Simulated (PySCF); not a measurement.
# C2H8NPSi: the cost of one run

Programs: PySCF 2.14.0, with density-fitted response routines of our own. Each step states its level of theory. These are calculated values for one molecule in the gas phase, unless marked as measured. Atoms are numbered from 0 throughout.

## 1. The starting structure

13 atoms, charge 0, multiplicity 1; geometry from: GFN2-xTB. The atoms were then displaced at random by about 0.01 Å, so the start is not that level's minimum.

Bonds of the start (Å): C0–C1 1.35, C1–Si2 1.90, Si2–N3 1.72, Si2–P4 2.24, C0–H5 1.08, C0–H6 1.06, C1–H7 1.08, Si2–H8 1.46, N3–H9 0.98, N3–H10 1.04, P4–H11 1.36, P4–H12 1.36.

## 2. Geometry optimisation at PBE0-D3(BJ)/def2-SVP

The job: settings as JSON, then the geometry in Å.

```
{"job": {"xc": "PBE0", "basis": "def2-SVP", "d3": "d3bj", "grid": 1, "shake": 0.01, "kind": "geom"}, "charge": 0, "multiplicity": 1}
C      2.055520    -1.064760     0.382670
C      0.927560    -0.425230     0.766940
Si    -0.332870     0.403580    -0.388480
N     -0.616290     1.962220     0.278230
P     -2.314940    -0.636770    -0.279580
H      2.310840    -1.090950    -0.663830
H      2.722220    -1.517830     1.071420
H      0.716720    -0.390410     1.822170
H      0.225190     0.402740    -1.735640
H      0.084290     2.638910     0.372400
H     -1.536650     2.405710     0.086650
H     -2.426050    -0.821090    -1.627070
H     -1.809730    -1.883020    -0.096200
```

Launch:

```bash
$ OMP_NUM_THREADS=1 python probes_run.py task.json out
```

The driver reads the jobs from task.json and runs them one after another.

Q: Estimate the wall time and peak memory of this first job on 1 thread of Arm Neoverse V2, shared host.

About 2.3 min, with a peak of 0.52 GiB.
